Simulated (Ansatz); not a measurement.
Born–Oppenheimer molecular dynamics of a periodic cell of 13 atoms, Cs5Ga2O6 (host Cs3GaO3, host structure C2/m, one Cs atom removed), cell charge -1. It starts from an unrelaxed structure (largest force component 1.19 eV/Å).

The calculation used Ansatz, DFT PBEsol, scalar-relativistic, plane waves, PAW. Settings: cutoff 150 eV, k mesh 2x2x1, fermi-dirac smearing 0.05 eV, no spin polarisation.

| Quantity | Value |
| --- | --- |
| ensemble | NVT, Langevin thermostat |
| time step | 1 fs |
| steps asked | 200 |
| set temperature | 500 K |
| friction | 0.05 /fs |
| seed | 709961 |

First frame:

```xyz
13
Lattice="3.8671 -6.0674 0.0000 3.8671 6.0674 0.0000 -1.9611 0.0000 6.9761" Properties=species:S:1:pos:R:3
Cs 4.200 0.000 2.358
Cs 2.887 3.623 3.488
Cs 3.867 2.920 0.000
Cs 3.867 -2.920 0.000
Cs 1.573 0.000 4.618
Ga 4.845 0.000 5.932
Ga 0.928 0.000 1.044
O 6.731 0.000 0.896
O 4.172 -1.523 5.121
O 4.172 1.523 5.121
O 1.601 -1.523 1.855
O 1.601 1.523 1.855
O -0.958 0.000 6.080
```

Q: What does the run give?

A: All steps were run.

- steps done: 200
- time covered: 200 fs
- mean temperature over the second half: 473 K
- spread of the potential energy over the second half: 5.3 meV per atom
- mean potential energy of the second half above the start: -1.4 meV per atom

A run of 0.2 ps of so small a system gives no equilibrium averages. The plane-wave cutoff is below what these datasets need, so energies and pressures aren't converged. Limits of this set-up: coarse k mesh, charged cell in a uniform background, uncorrected.

Q: What happens to the structure?

A: Mean squared displacements from the first frame to the last, about the centre of mass: Cs 0.02 Å², Ga 0.04 Å², O 0.16 Å². The details hang on the random start.

Q: How do temperature and energy run in time?

A: 
| time (fs) | T (K) | potential energy less start (eV) |
| --- | --- | --- |
| 0.0 | 462 | 0.000 |
| 6.0 | 349 | -0.119 |
| 12.0 | 467 | -0.165 |
| 18.0 | 491 | -0.092 |
| 24.0 | 385 | -0.015 |
| 30.0 | 415 | 0.013 |
| 36.0 | 367 | 0.040 |
| 42.0 | 534 | 0.027 |
| 48.0 | 525 | -0.037 |
| 54.0 | 383 | 0.056 |
| 60.0 | 248 | 0.181 |
| 66.0 | 396 | 0.090 |
| 72.0 | 389 | -0.010 |
| 78.0 | 279 | -0.029 |
| 84.0 | 354 | -0.081 |
| 90.0 | 332 | -0.135 |
| 96.0 | 390 | -0.128 |
| 102.0 | 411 | -0.125 |
| 108.0 | 453 | -0.146 |
| 114.0 | 487 | -0.044 |
| 120.0 | 453 | 0.062 |
| 126.0 | 569 | -0.081 |
| 132.0 | 622 | -0.130 |
| 138.0 | 546 | -0.050 |
| 144.0 | 635 | 0.040 |
| 150.0 | 580 | 0.014 |
| 156.0 | 371 | 0.031 |
| 162.0 | 327 | 0.033 |
| 168.0 | 423 | 0.006 |
| 174.0 | 346 | -0.018 |
| 180.0 | 350 | -0.043 |
| 186.0 | 374 | 0.007 |
| 192.0 | 514 | 0.074 |
| 198.0 | 738 | 0.072 |

The run took 4.9 min on 1 thread of Arm Neoverse V1 (shared host), peak memory 0.36 GiB.
